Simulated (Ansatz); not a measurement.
# ZrNH2 (doublet): the correlation ladder, def2-SVP

One table from this session's results is given with a row withheld; the runs are named, their logs left out.

Program: Ansatz 0.2.0, Gaussian basis. Level of theory: def2-SVP, core rule «outside noble gas», up to 5 orbitals frozen. These are calculated values, not measurements.

To be run: UHF; CCSD(T) on ROHF; CCSD(T) on UHF; CISD as a restricted active space (open shells left free, so some higher excitations enter); CCSDT(Q) on ROHF; CCSDT(Q) on UHF.

22 further runs of the same task are left out: 5 for a known fault of the program, 4 that didn't finish, 13 set aside as unsound or not needed. Runs told in other sessions of the task aren't counted.

## What is computed

The geometry is a PBE0/def2-TZVP stationary point (not a proven minimum). No spin-orbit coupling is included. Elements past krypton take def2 core potentials.

4 atoms, charge 0, spin multiplicity 2.

Atoms are counted from 1 here; the program's logs count them from 0.

Bond lengths: Zr1–N2 1.979 Å, N2–H3 1.014 Å, N2–H4 1.014 Å. Angles: Zr1–N2–H3 125.0°, Zr1–N2–H4 125.0°, H3–N2–H4 110.1°.

The first run:

Input file in.yaml:

```yaml
crystal:
  periodic: [false, false, false]
  atoms:
    - {symbol: Zr, position_ang: [-0.000357, 0.000000, 0.306596]}
    - {symbol: N, position_ang: [0.003977, -0.000001, -1.672521]}
    - {symbol: H, position_ang: [-0.011471, 0.830703, -2.253332]}
    - {symbol: H, position_ang: [-0.011471, -0.830705, -2.253331]}
basis:
  gaussian: {orbitals: def2-SVP}
magnetization: {spin_polarized: true, initial_magnetization: 1}
hamiltonian: {xc: hf}
output: {orbitals: {seedname: orbitals}}
```

Run with:

```console
ansatz run in.yaml --threads 1 --pin off --events-out ev --progress --plain --max-ram 2393MiB
```

Steps of the session up to this table: UHF; CCSD(T) on ROHF; CCSD(T) on UHF; CISD as a restricted active space (open shells left free, so some higher excitations enter); CCSDT(Q) on ROHF; CCSDT(Q) on UHF.

One of the session's tables, all rows but one given; the rest of the session is left out.

```
   method  from RCCSDT(Q) (meV)
     ROHF               +7425.4
      UHF               +7182.9
     RMP2                +931.5
     UMP2                +990.9
    RCCSD                +324.8
    UCCSD                +281.4
 RCCSD(T)                 +54.6
 UCCSD(T)                 +18.6
   RCCSDT                 +18.3
   UCCSDT                     ?
RCCSDT(Q)                     0
UCCSDT(Q)                 -38.8
```

**Question.** Estimate the row for UCCSDT.

The run gave: from RCCSDT(Q) (meV): -14.4. In the column «from RCCSDT(Q) (meV)» it lies between UCCSDT(Q) (-38.8) and RCCSDT(Q) (0).

Not comparable, so not listed: CISD as a restricted active space (open shells left free, so some higher excitations enter) (they don't share determinant, frozen orbitals or solution with the rows shown, or repeat one).

Limits of these values: The determinant of HF (⟨S²⟩ 1.29) is far from a pure spin state, so its energy mixes those of several spin states; that is harmless only where they are near-degenerate. Warnings: spin contamination; coupled cluster took another determinant than the lowest. Restricted and unrestricted rows rest on different reference determinants; a gap between their highest levels can come from leftover correlation error, from unlike frozen cores or from another state.
